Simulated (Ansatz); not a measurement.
# Ho4Pd: the cost of one run

Method: DFT PBE, scalar-relativistic, plane waves, PAW; 4f electrons in the core of a trivalent norm-conserving potential, in Ansatz 0.2.0.

## (1) The structure to begin with

It takes space group F-43m (No. 216, cubic). The conventional cell has a = 7.591 Å, b = 7.591 Å, c = 7.591 Å, α = 90.00°, β = 90.00°, γ = 90.00°. Ho (site symmetry 3m) is surrounded by 6 Ho at 2.64 to 2.73 Å. Around Pd (site symmetry -43m) lie 12 Ho at 3.14 Å.

As a file:

```xyz
5
Lattice="0.0000 3.7953 3.7953 3.7953 0.0000 3.7953 3.7953 3.7953 0.0000" Properties=species:S:1:pos:R:3 pbc="T T T"
Ho    6.6258    6.6258    6.6258
Ho    4.7601    4.7601    6.6258
Ho    4.7601    6.6258    4.7601
Ho    6.6258    4.7601    4.7601
Pd    3.7953    3.7953    3.7953
```

Recipe of the guess: random cell by space group and Wyckoff sites (F-43m, No. 216). The dimensions are guesses.

## (2) Probe: one point on a coarse mesh

File input.yaml:

```yaml
crystal:
  lattice:
    - [0.0, 3.79531419, 3.79531419]
    - [3.79531419, 0.0, 3.79531419]
    - [3.79531419, 3.79531419, 0.0]
  atoms:
    - { symbol: Ho, position: [0.87289655, 0.87289655, 0.87289655] }
    - { symbol: Ho, position: [0.87289655, 0.87289655, 0.38131036] }
    - { symbol: Ho, position: [0.87289655, 0.38131036, 0.87289655] }
    - { symbol: Ho, position: [0.38131036, 0.87289655, 0.87289655] }
    - { symbol: Pd, position: [0.5, 0.5, 0.5] }
basis:
  ecutwfc: 690
kpoints:
  mp_grid: { grid: [4, 4, 4] }
hamiltonian:
  xc: pbe
  pseudopotentials:
    kind: paw
    azcp: { Ho: "pseudopotentials/pbe/nc/lanthanide_3plus/Ho.nc.azcp" }
scf:
  occupations: { method: gaussian, width: 0.1 }
  lower_state_search: "off"
output:
  forces: true
  stress: true
  eigenvalues: true
```

The run is started by

```sh
ansatz run input.yaml --threads 1 --pin off --max-ram 2560MiB --backend cpu --events-out ev --progress --plain --runs-dir out
```

What time and memory should one allow on 1 thread of Arm Neoverse V1, shared host?

About 7.5 s, with a peak of 0.37 GiB.
